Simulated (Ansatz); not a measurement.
# LaMg3: the cost of one run

All numbers are computed with Ansatz 0.2.0, driven from Python. Level of theory: DFT LDA, plane waves, PAW.

## (1) The structure

The structure is cubic, space group Pm-3m (No. 221). Conventional cell: a = 4.826 Å, b = 4.826 Å, c = 4.826 Å, α = 90.00°, β = 90.00°, γ = 90.00°. Around La (site symmetry m-3m) lie 12 Mg at 3.41 Å. Mg (site symmetry 4/mmm) has 4 La at 3.41 Å and 8 Mg at 3.41 Å as nearest neighbours.

No structure file is read: the coordinates are typed or built in the script.

## (2) The code

Input file relax.py:

```python
"""Geometry optimisation of LaMg3 from a disturbed start."""

import logging
import sys

import ansatz as az
from ase import Atoms
from ase.neighborlist import neighbor_list
import numpy as np
import pandas as pd
from pymatgen.core import Lattice, Structure
from pymatgen.core import Structure
from pymatgen.io.ase import AseAtomsAdaptor
from pymatgen.symmetry.analyzer import SpacegroupAnalyzer

logging.basicConfig(stream=sys.stdout, format="%(levelname)s %(message)s")
log = logging.getLogger("lamg3")
log.setLevel(logging.INFO)

FUNCTIONAL = "lda"
OCCUPATIONS = "fermi_dirac"


def main() -> None:
    pmg_structure = Structure(
        Lattice([(4.826313, 0.0, 0.0), (0.0, 4.826313, 0.0), (0.0, 0.0, 4.826313)]),
        ["La", "Mg", "Mg", "Mg"],
        [
            (0.0, 0.0, 0.0),
            (0.5, 0.5, 0.0),
            (0.5, 0.0, 0.5),
            (0.0, 0.5, 0.5),
        ],
    )
    xtal = az.Crystal.from_ase(AseAtomsAdaptor.get_atoms(pmg_structure))
    # a displaced start

    model = (
        xtal.move(0, to=(0.02072, 0.0, 0.0)).calculation()
        .functional(FUNCTIONAL)
        .pseudopotentials("paw")
        .kpoints(4)
        .occupations(OCCUPATIONS)
        .relax()
        .bader_charges()
    )
    steps = []


    def follow(event):
        if event["event"] != "relax_step":
            return
        row = event["data"]
        steps.append(row)
        log.info(f"step {row['step']:3d}  E = {row['lagrangian_ev']:.5f} eV  largest force component = {row['allowed_force_max_ev_ang']:.4f} eV/A")


    res = model.session().plan(threads=1).execute(on_event=follow)
    data = res.report

    first, last = steps[0], steps[-1]
    symbols = [site.symbol for site in res.lattice.sites]
    log.info(f"energy gained {first['lagrangian_ev'] - last['lagrangian_ev']:.4f} eV in {len(steps) - 1} steps")

    final = Atoms(symbols, positions=last["positions_ang"], cell=res.lattice.cell_ang, pbc=True)
    i, j, d = neighbor_list("ijd", final, 4.5)
    log.info("neighbours within 1.15 times the shortest distance of each atom (A)")
    for atom in range(len(final)):
        near = [m for m in np.argsort(d) if i[m] == atom]
        shell = [m for m in near if d[m] < 1.15 * d[near[0]]]
        print(f"{symbols[atom]}{atom} ({len(shell)}):", ", ".join(f"{symbols[j[m]]} {d[m]:.3f}" for m in shell))

    moved = np.linalg.norm(np.array(last["positions_ang"]) - np.array(first["positions_ang"]), axis=1)
    print("displacement by atom (A):", " ".join(f"{s}:{d:.3f}" for s, d in zip(symbols, moved)))

    log.info("relaxed fractional positions")
    for site in res.lattice.sites:
        print(f"  {site.symbol:2s}", " ".join(f"{v % 1:8.5f}" for v in np.round(site.position_frac, 5)))

    energy = data["free_energy_ev"]
    log.info("LaMg3: {:.6f} eV = {:.6f} Ry = {:.6f} Ha".format(energy, energy / 13.605693, energy / 27.211386))
    log.info("Fermi level {:.4f} eV, {} k-points, {} symmetry operations".format(data["fermi_energy_ev"], data["n_kpoints"], data["n_symmetry_ops"]))

    final = Structure(res.lattice.cell_ang, [s.symbol for s in res.lattice.sites], [s.position_frac for s in res.lattice.sites])
    analyser = SpacegroupAnalyzer(final, symprec=0.01)
    standard = analyser.get_conventional_standard_structure()
    print(analyser.get_crystal_system(), analyser.get_space_group_symbol(), len(standard), "atoms in the conventional cell")
    print("a b c (A):", [round(x, 4) for x in standard.lattice.abc], " angles:", [round(x, 2) for x in standard.lattice.angles])
    log.info(f"mass density {float(final.density):.3f} g/cm^3")

    basins = res.bader_charges()
    frame = pd.DataFrame([(a.symbol, a.partial_charge_e, a.basin.volume_ang3) for a in basins.atoms], columns=["atom", "charge (e)", "volume (A^3)"])
    print(frame.round(3).to_string())
    print("sum of charges", round(frame["charge (e)"].sum(), 4), " sum of volumes", round(frame["volume (A^3)"].sum(), 3))


if __name__ == "__main__":
    main()
```

## (3) The calls as engine input

The package turns the script's settings into the engine's input:

```yaml
crystal:
  lattice:
    - [4.826313, 0.0, 0.0]
    - [0.0, 4.826313, 0.0]
    - [0.0, 0.0, 4.826313]
  atoms:
    - { symbol: La, position: [0.02072, 0.0, 0.0] }
    - { symbol: Mg, position: [0.5, 0.5, 0.0] }
    - { symbol: Mg, position: [0.5, 0.0, 0.5] }
    - { symbol: Mg, position: [0.0, 0.5, 0.5] }
kpoints:
  mp_grid:
    grid: [4, 4, 4]
hamiltonian:
  xc: lda
  pseudopotentials:
    kind: paw
scf:
  occupations:
    method: fermi_dirac
relax: {}
output:
  bader: true
```

## (4) The run

The run is started by

```console
$ python relax.py
```

**Question.** How long does this script take on 1 thread of Intel Xeon Platinum 8488C (Sapphire Rapids), shared host, and how much memory does it need?

About 29 s, with a peak of 0.51 GiB.
